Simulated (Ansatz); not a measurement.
# AlGaN2: the cost of one run

Computed with Ansatz 0.2.0 (DFT LDA, scalar-relativistic, plane waves, PAW, unless a step's input says otherwise).

3 further runs of the same task are left out: 3 set aside as unsound or not needed.

### 1 Starting point

Symmetry: P-4m2, No. 115, tetragonal system. Conventional cell: a = 3.115 Å, b = 3.115 Å, c = 4.384 Å, α = 90.00°, β = 90.00°, γ = 90.00°. Around Al (site symmetry -4m2) lie 4 N at 1.88 Å. Around Ga (site symmetry -4m2) lie 4 N at 1.93 Å. N (site symmetry 2mm) has 2 Al at 1.88 Å and 2 Ga at 1.93 Å as nearest neighbours.

Coordinates:

```cif
data_structure
_symmetry_space_group_name_H-M 'P-4m2'
_symmetry_Int_Tables_number 115
_cell_length_a 3.1152
_cell_length_b 3.1152
_cell_length_c 4.3839
_cell_angle_alpha 90.000
_cell_angle_beta 90.000
_cell_angle_gamma 90.000
_cell_volume 42.54
loop_
_atom_site_label
_atom_site_type_symbol
_atom_site_symmetry_multiplicity
_atom_site_Wyckoff_symbol
_atom_site_fract_x
_atom_site_fract_y
_atom_site_fract_z
_atom_site_occupancy
Al1 Al 1 c 0.50000 0.50000 0.50000 1
Ga1 Ga 1 a 0.00000 0.00000 0.00000 1
N1 N 2 g 0.50000 0.00000 0.74007 1
```

It goes back to an entry of the Materials Project, which need not be the stable form.

This cell was relaxed beforehand with the same method: volume 10.64 Å³/atom, gap on the mesh 3.06 eV.

### 2 What is varied

The energy is mapped over volume and the cell's shape.

First coordinate, volume per atom: 5 values from 9.79 to 11.49 Å³. Second coordinate, c/a of the conventional cell: 5 values from 1.173 to 1.688.

Relaxed at each point: the atoms inside the fixed cell. Energies count from the relaxed crystal. Points are written as (first, second).

### 3 Point (9.79 Å³, 1.541)

Contents of input.yaml:

```yaml
crystal:
  lattice:
    - [2.939304284, 0.0, 0.0]
    - [0.0, 2.939304284, 0.0]
    - [0.0, 0.0, 4.530349693]
  atoms:
    - { symbol: Al, position: [0.5, 0.5, 0.5] }
    - { symbol: Ga, position: [0.0, 0.0, 0.0] }
    - { symbol: "N", position: [0.5, 0.0, 0.740073839] }
    - { symbol: "N", position: [0.0, 0.5, 0.259926161] }
basis:
  ecutwfc: 520.0
kpoints:
  mp_grid: { grid: [8, 8, 6] }
hamiltonian:
  xc: lda
  pseudopotentials: { kind: paw, azcp: { folder: soft_1 } }
scf:
  occupations: { method: gaussian, width: 0.05 }
output:
  forces: true
  stress: true
  eigenvalues: true
relax:
  adjacent_minimum: "off"
  f_tol: 0.01
  max_steps: 30
```

Started as:

```console
ansatz run input.yaml --threads 1 --pin off --max-ram 2048MiB --backend cpu --events-out ev --progress --plain --runs-dir out
```

**Question.** How long does this run take on 1 thread of AMD EPYC 7R43 (Zen 3), shared host, and how much memory does it need?

About 14 s, with a peak of 0.41 GiB.
